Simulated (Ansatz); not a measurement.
This was printed by a script on the Python package of Ansatz (0.2.0), for a single point of AlAu, space group Pm-3m. What did the script look like? Level of theory: r2SCAN, norm-conserving potentials, the default cutoff (1034 eV here), 4×4×4 k-points, Methfessel-Paxton smearing of 0.15 eV.

```
CELL_PARAMETERS angstrom
3.22394 0.00000 0.00000
0.00000 3.22394 0.00000
0.00000 0.00000 3.22394
ATOMIC_POSITIONS crystal
Al 0.00000 0.00000 0.00000
Au 0.50000 0.50000 0.50000
```

Running `python scf_alau.py` prints:
```text
DeckWarning: basis.ecutwfc = 1034.032677 eV, auto-derived from the records' recommended cutoffs: set by Au (normal level)
free energy      -4325.49511 eV
per atom         -2162.74756 eV
SCF iterations   8  (converged: True)
crystal:
  lattice:
    - [3.223942, 0.0, 0.0]
    - [0.0, 3.223942, 0.0]
    - [0.0, 0.0, 3.223942]
  atoms:
    - { symbol: Al, position: [0.0, 0.0, 0.0] }
    - { symbol: Au, position: [0.5, 0.5, 0.5] }
kpoints:
  mp_grid:
    grid: [4, 4, 4]
    shift: [0.0, 0.0, 0.0]
hamiltonian:
  xc: r2scan
  pseudopotentials:
    kind: nc
scf:
  max_iter: 200
  convergence:
    dr2_threshold: 1.0e-07
  mixing:
    algorithm: msr1
    preconditioner: resta
  occupations:
    method: methfessel_paxton
    width: 0.15
output:
  write_density: true
  write_potential: true
  volumetric_format: npy
  elf: true

elf.npy          (36, 36, 36)     min     0.0000  mean     0.3643  max     0.7781
rho.npy          (36, 36, 36)     min     0.0022  mean     0.6565  max    10.7096
v_es.npy         (36, 36, 36)     min  -167.1456  mean     5.0242  max    16.6752
v_tot.npy        (36, 36, 36)     min  -252.7820  mean    -7.9502  max     8.4042
```
(Warnings from the package without file and line.)

The script that was run (others could print the same):

`scf_alau.py`
```python
'''Single point of AlAu.'''

from pathlib import Path
import sys

import ansatz as az
import numpy as np


def main() -> None:
    lattice = az.Lattice.of(
        (3.223942, 0.0, 0.0),
        (0.0, 3.223942, 0.0),
        (0.0, 0.0, 3.223942),
    )
    sites = [
        ('Al', (0.0, 0.0, 0.0)),
        ('Au', (0.5, 0.5, 0.5)),
    ]
    crystal = az.Crystal(lattice=lattice)
    for symbol, position in sites:
        crystal = crystal.atom(symbol, position)

    # functional, basis and sampling
    calc = (
        crystal.calculation()
        .functional(az.Functional.R2SCAN)
        .pseudopotentials('nc')
        .kpoints(4, 4, 4, center='gamma')
        .occupations(az.OccupationsMethod.METHFESSEL_PAXTON, width=0.15)
        .mixing('msr1', preconditioner='resta')
        .scf(tolerance=1e-07, max_iterations=200)
        .density()
        .potential()
        .electron_localization_function()
        .output_files(volumetric_format='npy')
    )
    try:
        done = calc.run()
    except az.NonConvergedError as error:
        sys.exit(f'no convergence: {error}')
    except az.RefusalError as error:
        sys.exit(f'input refused: {error}')
    report = done.report

    print(f'free energy      {report["free_energy_ev"]:.5f} eV')
    print(f'per atom         {report["free_energy_ev"] / len(done.lattice.sites):.5f} eV')
    print(f'SCF iterations   {report["n_iterations"]}  (converged: {report["converged"]})')

    print(calc.to_yaml())

    folder = Path(done.write_results('fields'))
    for name in sorted(p.name for p in folder.glob('*.npy')):
        field = np.load(folder / name)
        print(f'{name:16s} {str(field.shape):16s} min {field.min():10.4f}  mean {field.mean():10.4f}  max {field.max():10.4f}')


if __name__ == '__main__':
    main()
```

The settings weren't tested for convergence. Such functionals run on norm-conserving files made under PBE, which can move pressures by some GPa. For a metal this mesh is far too coarse, so the numbers only illustrate the procedure. Spin-orbit coupling, which matters for elements this heavy, is left out. Grid values close to the nuclei reflect the PAW or pseudopotential construction, not the all-electron fields. The structure comes from a database of computed cells and needn't be a stable or known phase. Cost: about 3 core-seconds.

(Lines on the test bed's own set-up are left out of the output.)
